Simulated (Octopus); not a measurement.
# BBrF2 (SMILES FB(F)Br), step by step

Wanted: a series of 10 runs (PBE) of BBrF2. The setting varied is the box margin. 

The calculation is run with Octopus 16.4.

6 further runs of the same task are left out: 6 set aside as unsound or not needed.

**1. The structure to begin with**

The species is BBrF2 (4 atoms), meant as a singlet with charge 0. As SMILES, `FB(F)Br`. The shape is that of a PBE0-D4/def2-TZVP optimisation.

Bond lengths: F1–B2 1.309 Å, B2–F3 1.309 Å, B2–Br4 1.903 Å. Angles: F1–B2–F3 119.2°, F1–B2–Br4 120.4°, F3–B2–Br4 120.4°.

**2. Energy and forces at PBE (scalar, in the pseudopotentials, sg15 potentials, box margin 3.5 angstrom, extra states 0, grid spacing 0.17 angstrom, mix field default) (run 1)**

The run is started by

```console
OMP_NUM_THREADS=1 octopus > gs.log
```

Log:

```text
Version                : 16.4
[... 145 lines left out ...]
Converged eigenvectors: 0
#  State  Eigenvalue [eV]  Occupation    Error
[... 9 lines left out ...]
Converged eigenvectors: 0
#  State  Eigenvalue [eV]  Occupation    Error
[... 76 lines left out ...]
Converged eigenvectors: 0
#  State  Eigenvalue [eV]  Occupation    Error
[... 9 lines left out ...]
Converged eigenvectors: 0
#  State  Eigenvalue [eV]  Occupation    Error
[... 6 lines left out ...]
Info: SCF converged in   26 iterations
[... 1 line left out ...]
**   Some of the states are not fully converged!
[... 1 line left out ...]
Octopus emitted 2 warnings.
```

Wall time 23 s (1 thread of Arm Neoverse V1, shared host); peak memory 0.084 GiB.

**3. Energy and gradient at PBE (scalar, in the pseudopotentials, sg15 potentials, box margin 4 angstrom, extra states 0, grid spacing 0.17 angstrom, mix field default) (run 2)**

The run is started by

```console
OMP_NUM_THREADS=1 octopus > gs.log
```

Log:

```text
Version                : 16.4
[... 124 lines left out ...]
** Warning:
[... 25 lines left out ...]
Converged eigenvectors: 0
#  State  Eigenvalue [eV]  Occupation    Error
[... 9 lines left out ...]
Converged eigenvectors: 0
#  State  Eigenvalue [eV]  Occupation    Error
[... 76 lines left out ...]
Converged eigenvectors: 0
#  State  Eigenvalue [eV]  Occupation    Error
[... 9 lines left out ...]
Converged eigenvectors: 0
#  State  Eigenvalue [eV]  Occupation    Error
[... 6 lines left out ...]
Info: SCF converged in   26 iterations
[... 1 line left out ...]
**   Some of the states are not fully converged!
[... 1 line left out ...]
Octopus emitted 3 warnings.
```

It took 33 s on 1 thread of Arm Neoverse V1, shared host; peak memory 0.11 GiB.

**4. Energy and forces at PBE (scalar, in the pseudopotentials, sg15 potentials, box margin 5 angstrom, extra states 0, grid spacing 0.17 angstrom, mix field default) (run 3)**

The run is started by

```console
OMP_NUM_THREADS=1 octopus > gs.log
```

Log:

```text
Version                : 16.4
[... 124 lines left out ...]
** Warning:
[... 25 lines left out ...]
Converged eigenvectors: 0
#  State  Eigenvalue [eV]  Occupation    Error
[... 9 lines left out ...]
Converged eigenvectors: 0
#  State  Eigenvalue [eV]  Occupation    Error
[... 67 lines left out ...]
Converged eigenvectors: 0
#  State  Eigenvalue [eV]  Occupation    Error
[... 9 lines left out ...]
Converged eigenvectors: 0
#  State  Eigenvalue [eV]  Occupation    Error
[... 6 lines left out ...]
Info: SCF converged in   23 iterations
[... 1 line left out ...]
**   Some of the states are not fully converged!
[... 1 line left out ...]
Octopus emitted 3 warnings.
```

Wall time 50 s (1 thread of Arm Neoverse V1, shared host); peak memory 0.16 GiB.

Runs 4 to 9 aren't shown in full; the table further down has their settings and results.

**5. Energy and gradient at PBE (scalar, in the pseudopotentials, sg15 potentials, box margin 7 angstrom, extra states 0, grid spacing 0.17 angstrom, mix field default) (run 10)**

File geometry.xyz:

```xyz
4

F     -0.215650    -1.366490    -0.109870
B     -0.127940    -0.063330    -0.022770
F     -1.212420     0.659630    -0.144250
Br     1.556010     0.770190     0.276890
```

The run is started by

```console
OMP_NUM_THREADS=1 octopus > gs.log
```

Log:

```text
Version                : 16.4
[... 124 lines left out ...]
** Warning:
[... 25 lines left out ...]
Converged eigenvectors: 0
#  State  Eigenvalue [eV]  Occupation    Error
[... 9 lines left out ...]
Converged eigenvectors: 0
#  State  Eigenvalue [eV]  Occupation    Error
[... 64 lines left out ...]
Converged eigenvectors: 0
#  State  Eigenvalue [eV]  Occupation    Error
[... 9 lines left out ...]
Converged eigenvectors: 0
#  State  Eigenvalue [eV]  Occupation    Error
[... 6 lines left out ...]
Info: SCF converged in   22 iterations
[... 1 line left out ...]
**   Some of the states are not fully converged!
[... 1 line left out ...]
Octopus emitted 3 warnings.
```

Run time: 1.9 min. Hardware: 1 thread of Arm Neoverse V1, shared host; peak memory 0.34 GiB.

**6. All runs side by side**

```csv
run,level,box margin,iteration cap,energy (Eh),dipole moment (D),HOMO energy (eV),wall time
1,"PBE (scalar, in the pseudopotentials, sg15 potentials, box margin 3.5 angstrom, extra states 0, grid spacing 0.17 angstrom, mix field default)",3.5,120,-64.242151,0.41,-7.60,23 s
2,"PBE (scalar, in the pseudopotentials, sg15 potentials, box margin 4 angstrom, extra states 0, grid spacing 0.17 angstrom, mix field default)",4,120,-64.244176,0.34,-7.67,33 s
3,"PBE (scalar, in the pseudopotentials, sg15 potentials, box margin 5 angstrom, extra states 0, grid spacing 0.17 angstrom, mix field default)",5,120,-64.244710,0.32,-7.70,50 s
4,"PBE (scalar, in the pseudopotentials, sg15 potentials, box margin 6 angstrom, extra states 0, grid spacing 0.17 angstrom, mix field default)",6,120,-64.244736,0.32,-7.70,81 s
5,"PBE (scalar, in the pseudopotentials, sg15 potentials, box margin 7 angstrom, extra states 0, grid spacing 0.17 angstrom, mix field default)",7,120,-64.244737,0.32,-7.70,1.9 min
6,"PBE (scalar, in the pseudopotentials, sg15 potentials, box margin 3.5 angstrom, extra states 0, grid spacing 0.17 angstrom, mix field default)",3.5,100,-64.242151,0.41,-7.60,23 s
7,"PBE (scalar, in the pseudopotentials, sg15 potentials, box margin 4 angstrom, extra states 0, grid spacing 0.17 angstrom, mix field default)",4,100,-64.244176,0.34,-7.67,32 s
8,"PBE (scalar, in the pseudopotentials, sg15 potentials, box margin 5 angstrom, extra states 0, grid spacing 0.17 angstrom, mix field default)",5,100,-64.244710,0.32,-7.70,50 s
9,"PBE (scalar, in the pseudopotentials, sg15 potentials, box margin 6 angstrom, extra states 0, grid spacing 0.17 angstrom, mix field default)",6,100,-64.244736,0.32,-7.70,81 s
10,"PBE (scalar, in the pseudopotentials, sg15 potentials, box margin 7 angstrom, extra states 0, grid spacing 0.17 angstrom, mix field default)",7,100,-64.244737,0.32,-7.70,1.9 min
```

Convergence of the total energy of singlet BBrF2 with the box margin, against the last point:

| box margin | from the last (mEh) | wall time |
| --- | --- | --- |
| 3.5 Å | +2.586 | 23 s |
| 4 Å | +0.561 | 33 s |
| 5 Å | +0.027 | 50 s |
| 6 Å | +0.001 | 81 s |
| 7 Å | +0.000 | 1.9 min |

Convergence of the dipole moment of singlet BBrF2 with the box margin, against the last point:

| box margin | from the last (D) | wall time |
| --- | --- | --- |
| 3.5 Å | +0.0924 | 23 s |
| 4 Å | +0.0297 | 33 s |
| 5 Å | +0.0026 | 50 s |
| 6 Å | +0.0002 | 81 s |
| 7 Å | +0.0000 | 1.9 min |

**7. Summary of results**

| quantity | value |
| --- | --- |
| run 10, PBE: total energy | -64.24474 Eh |
| run 10, PBE: dipole moment | 0.32 D |
| run 10, PBE: HOMO energy | -7.70 eV |

For the total energy of singlet BBrF2 to stay within 2 mEh of the last point, 4 Å is the first point of the series from which all later ones do (33 s against 1.9 min). For the total energy of singlet BBrF2 to stay within 0.5 mEh of the last point, 5 Å is the first point of the series from which all later ones do (50 s against 1.9 min). For the dipole moment of singlet BBrF2 to stay within 0.01 D of the last point, 5 Å is the first point of the series from which all later ones do (50 s against 1.9 min). Over the runs the total energy spans 0.070 eV. All runs together took 10 min, the longest 1.9 min.
